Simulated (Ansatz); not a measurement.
# CH5AlBGa: basis-set convergence

How large a basis does CH5AlBGa need? Two functionals are run in growing sets.

The runs use Ansatz 0.2.0, Gaussian basis; one geometry, several basis sets.

Plan: PBE0-D4/def2-SVP; ωB97M-V/def2-SVP; PBE0-D4/def2-QZVPP; ωB97M-V/def2-QZVPP; the functionals' def2-TZVPP values are taken from earlier runs.

**1. Structure used throughout**

The geometry comes from an earlier relaxation with PBE0-D4 in a triple-zeta def2 set; it is a stationary point, not always the lowest conformer.

9 atoms, charge 0, spin multiplicity 1.

Atoms are counted from 1 here; the program's logs count them from 0.

Bond lengths: B1–Ga2 2.503 Å, B1–C3 1.498 Å, B1–Al4 2.223 Å, B1–H5 1.227 Å, B1–H6 1.227 Å, C3–Al4 2.091 Å, C3–H7 1.089 Å, C3–H8 1.089 Å, Al4–H9 1.589 Å. Angles: Ga2–B1–C3 137.8°, Ga2–B1–Al4 72.8°, Ga2–B1–H5 66.0°, Ga2–B1–H6 66.0°, C3–B1–Al4 65.0°, C3–B1–H5 123.3°, C3–B1–H6 123.3°, Al4–B1–H5 103.4°, Al4–B1–H6 103.4°, H5–B1–H6 113.3°, B1–C3–Al4 74.5°, B1–C3–H7 121.2°, B1–C3–H8 121.2°, Al4–C3–H7 109.0°, Al4–C3–H8 109.0°, H7–C3–H8 112.9°, B1–Al4–C3 40.5°, B1–Al4–H9 151.9° and more.

**2. PBE0-D4 in def2-SVP**

in.yaml reads:

```yaml
crystal:
  periodic: [false, false, false]
  atoms:
    - {symbol: B, position_ang: [0.156959, 0.648363, -0.646759]}
    - {symbol: Ga, position_ang: [-2.245880, 0.484456, -1.329007]}
    - {symbol: C, position_ang: [1.070874, 0.013528, 0.356209]}
    - {symbol: Al, position_ang: [-0.793231, -0.885658, 0.651424]}
    - {symbol: H, position_ang: [-0.011819, 0.207795, -1.778914]}
    - {symbol: H, position_ang: [-0.497250, 1.660160, -0.417339]}
    - {symbol: H, position_ang: [1.359715, 0.536668, 1.266976]}
    - {symbol: H, position_ang: [1.789337, -0.750112, 0.060783]}
    - {symbol: H, position_ang: [-0.740204, -1.961599, 1.819627]}
basis:
  gaussian: {orbitals: def2-SVP}
hamiltonian: {xc: pbe0, dispersion: d4}
output: {orbitals: {seedname: orbitals}}
```

Run with:

```bash
$ ansatz run in.yaml --threads 2 --pin off --events-out ev --progress --plain --max-ram 4352MiB
```

The runs that follow: ωB97M-V in def2-SVP; PBE0-D4 in def2-QZVPP; ωB97M-V in def2-QZVPP.

Before running them: what should the planned runs give, taken together? Wanted: PBE0-D4: double and triple zeta above quadruple; ωB97M-V: double and triple zeta above quadruple.

As calculated:

```
                                       quantity           value
PBE0-D4: double and triple zeta above quadruple  12.44, 1.48 eV
ωB97M-V: double and triple zeta above quadruple  12.49, 1.43 eV
```

**Reading.** PBE0-D4 gains 10.96 eV from double to triple zeta, then 1.48 eV more. Total energies overstate the basis error of differences, where much of it tends to cancel.
